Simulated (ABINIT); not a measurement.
## Ge3Pd: band structure with LDA

The system is Ge3Pd.

```
Pd Ge
1.0
     4.14202    0.00000    0.00000
     0.00000    4.14202    0.00000
     0.00000    0.00000    4.14202
Pd Ge
1 3
Cartesian
  0.0000 0.0000 0.0000
  2.0710 2.0710 0.0000
  2.0710 0.0000 2.0710
  0.0000 2.0710 2.0710
```

The cell comes from a database or a generator and needn't be the stable form of this composition.

| Quantity | Value |
| --- | --- |
| Program | ABINIT 10.8.3 (patched build) |
| Task | band structure |
| Functional | LDA |
| Potentials or basis | JTH PAW LDA v2.0 |
| Cutoff | 599 eV |
| k mesh | 7 × 7 × 7 |
| Occupations | fermi-dirac, width 0.05 eV |
| Spin | no spin polarisation |
| Fine-grid cutoff | 1197.3 eV |

```json
{
  "Pressure": "-7.4 GPa",
  "Band gap on the k mesh": "none (metal or under the smearing width)",
  "Valence electrons inside the program's atomic spheres": "Pd 16.85; Ge 12.18"
}
```

Levels at the corners of the path, in eV from the Fermi level:
```
point  band 28  band 29  band 30  band 31  band 32  band 33
    Γ    -2.63    -1.59    -1.59     0.87     2.96     2.96
    X    -0.26    -0.26     0.01     0.01     0.24     0.90
    M    -2.04    -0.19     0.14     0.95     0.95     2.47
    Γ    -2.63    -1.59    -1.59     0.87     2.96     2.96
    R    -2.27    -1.57    -1.57    -1.57    -0.34     7.35
    X    -0.26    -0.26     0.01     0.01     0.24     0.90
```

It took 5.3 min on 1 thread of Arm Neoverse V2 (shared host), peak memory 0.15 GiB.
